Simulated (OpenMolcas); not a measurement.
**Au⁴⁺ among point charges: CASSCF and CASPT2 levels and susceptibility**

How does a field of 6 point charges split the states of Au⁴⁺, and what χT follows?

Program: OpenMolcas 26.06. Level of theory: state-averaged CASSCF and CASPT2, spin-orbit coupling by RASSI with atomic mean-field integrals. These are calculated values, not measurements, unless marked.

### Step 1. Starting point

```
Species                           : Au⁴⁺ (gold, Z = 79, 75 electrons)
Basis                             : ANO-RCC-VDZP [7s6p4d2f], 59 functions
Scalar Hamiltonian                : DKH2, point nucleus
Inactive shells                   : 1s 2s 2p 3s 3p 3d 4s 4p 4d 4f 5s 5p
Active space                      : 7 electrons in 5 orbitals (5d)
Some configurations of this space : 5d7
Orbitals                          : optimised for each spin and parity, averaged over all roots
```

Outer shells as boxes (Hund's rule):

5d7
```
5d [↑↓][↑↓][↑ ][↑ ][↑ ]
```

The ion sits among 6 point charges of -1.7 e arranged as a tetragonal octahedron (D4h), 2.32 Å from the ion, with the axial distance 2.111 Å.

Each step is its own input file, run in one work folder so that later steps find the files of earlier ones. Labels, J, g values, rates, χT and fits are worked out afterwards by a script from the matrices that RASSI stores. The input lists half of the charges; inversion (Group=XYZ) makes the rest.

### Step 2. GATEWAY and SEWARD: basis and integrals

The input, a.inp:

```
&GATEWAY
Coord
1

Au 0.0 0.0 0.0
Basis=ANO-RCC-VDZP
Group=XYZ
NoMove
AngMom=0.0 0.0 0.0
AMFI
XField
3 Angstrom 0
2.320000 0.000000 0.000000 -1.700000
0.000000 2.320000 0.000000 -1.700000
0.000000 0.000000 2.111200 -1.700000
&SEWARD
```

### Step 3. Reference wave functions, quartets of even parity, 10 roots

The input, a.inp:

```
&RASSCF
FileOrb=start.orb
Symmetry=1
Spin=4
nActEl=7 0 0
Inactive=15 19
Ras2=5 0
CIRoot=10 10 1
SDav=10
CIMx=300
Iter=120 100
PrWF=0.3
OrbListing=Nothing
MaxOrb=0
>>> COPY $Project.JobIph JOB001
```

start.orb holds the contracted functions of the basis, ordered by shell, or the orbitals of the step before.

### Step 4. CASSCF: doublets of even parity, 40 roots

The input, a.inp:

```
&RASSCF
FileOrb=start.orb
Symmetry=1
Spin=2
nActEl=7 0 0
Inactive=15 19
Ras2=5 0
CIRoot=40 40 1
SDav=40
CIMx=300
Iter=120 100
PrWF=0.3
OrbListing=Nothing
MaxOrb=0
>>> COPY $Project.JobIph JOB002
```

### Step 5. RASSI: spin-orbit coupling between the states

The input, a.inp:

```
&RASSI
NrOfJobIphs=2 10 40
1 2 3 4 5 6 7 8 9 10
1 2 3 4 5 6 7 8 9 10 11 12 13 14 15 16 17 18 19 20 21 22 23 24 25 26 27
28 29 30 31 32 33 34 35 36 37 38 39 40
IphNames
JOB001
JOB002
EJob
SpinOrbit
DIPRint=1.0
SOCoupling=1000.0
Subsets=2
Property=9
'ANGMOM' 1 'ANGMOM' 2 'ANGMOM' 3 'MLTPL  1' 1 'MLTPL  1' 2 'MLTPL  1' 3
'AMFI' 1 'AMFI' 2 'AMFI' 3
SOProperty=3
'ANGMOM' 1 'ANGMOM' 2 'ANGMOM' 3
```

### Step 6. CASPT2: IPEA 0.25, imaginary shift 0.1 (closed shells correlated: 5s 5p)

The input, a.inp:

```
>>> COPY JOB001 $Project.JobIph
&CASPT2
Multistate=10 1 2 3 4 5 6 7 8 9 10
NoMult
Frozen=14 16
IPEA=0.25
Imaginary=0.1
MaxIter=60
WThr=0.0 0.3 0.05
PrWF=0.5
NoMix
>>> COPY JOB002 $Project.JobIph
&CASPT2
Multistate=40 1 2 3 4 5 6 7 8 9 10 11 12 13 14 15 16 17 18 19 20 21 22
23 24 25 26 27 28 29 30 31 32 33 34 35 36 37 38 39 40
NoMult
Frozen=14 16
IPEA=0.25
Imaginary=0.1
MaxIter=60
WThr=0.0 0.3 0.05
PrWF=0.5
NoMix
```

(Steps that only read results are left out.)

What does the calculation give? Wanted: spin-free ground state; first state of the same spin within the active space; lowest level; next level.

The runs gave:

| quantity | value |
| --- | --- |
| method | SS-CASPT2, IPEA 0.25, imaginary shift 0.1 (closed shells correlated: 5s 5p) |
| spin-free ground state | 4E, 2-fold in its orbital part |
| first state of the same spin within the active space | 4A2 at 1090 cm⁻¹ |
| lowest level | 2-fold E1/2, g = 1.68, 1.68, 10.03 |
| next level | 1005.3 cm⁻¹ |
| χT at 300 K | 3.98 cm³ K/mol |
| effective moment at 300 K | 5.65 μB |

Cost by method:

```csv
method,time of its own steps,time with the reference
A. CASSCF,7.4 s,7.4 s
"B. SS-CASPT2, IPEA 0.25, imaginary shift 0.1, +5s 5p",2.5 s,9.8 s
```

Times are of one thread on a shared host.

What this shows: The spin-free ground state (4E) comes to 99 % from free-ion F terms and keeps the highest spin of the shell. χT at 300 K is 3.98, against 1.88 cm³ K/mol for the spin alone, so orbital moment adds to it. An active space of the d shell alone favours high spin; real ions in strong fields can be low spin. The field of point charges can differ much from that of real complexes. With metal d orbitals alone active, the gaps between spin states are rough; where two lie within a few thousand cm-1, their order is open. This is an electrostatic model: the charges have no orbitals.
